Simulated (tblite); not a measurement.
# C2H10NO2Si2: the cost of one run

Computed with tblite 0.8.0 and PySCF 2.14.0, with density-fitted response routines of our own, on a single molecule in the gas phase. Atoms are numbered from 0 throughout.

### 1 The starting structure

17 atoms, charge 0, multiplicity 2; geometry from: force field or distance geometry start.

Bonds of the start (Å): C0–N1 1.46, N1–C2 1.44, N1–Si3 1.80, Si3–O4 1.71, Si3–O5 1.73, O5–Si6 1.73, C0–H7 1.11, C0–H8 1.11, C2–H9 1.11, C2–H10 1.12, C2–H11 1.12, Si3–H12 1.46, O4–H13 0.99, Si6–H14 1.46, Si6–H15 1.47, Si6–H16 1.48.

### 2 Relaxing the molecule with GFN2-xTB

What the job is given:

```
{"job": {"kind": "relax", "xc": "GFN2-xTB", "basis": "xTB"}, "charge": 0, "multiplicity": 2}
C     -1.049000    -1.468900     1.029000
N     -1.145500    -0.610500    -0.148500
C     -2.420400     0.059200    -0.213500
Si     0.168800     0.614200    -0.052200
O     -0.423100     2.100800     0.542300
O      1.305100    -0.045800     1.076300
Si     2.776700    -0.303800     0.206700
H     -1.093200    -0.874500     1.967000
H     -0.092900    -2.023800     0.963100
H     -3.133100    -0.332200     0.541400
H     -2.835600    -0.088600    -1.242600
H     -2.244900     1.151700    -0.063000
H      0.807600     0.765900    -1.357400
H     -0.171100     2.223400     1.491000
H      2.532200    -1.178000    -0.940100
H      3.727300    -0.974900     1.108200
H      3.284000     0.997700    -0.268100
```

Started as:

```
> OMP_NUM_THREADS=1 python probes_run.py task.json out
```

One launch serves the whole session: the jobs run in the order shown.

**Question.** How long does this first job take on 1 thread of Arm Neoverse V2, shared host?

About 1.4 s.
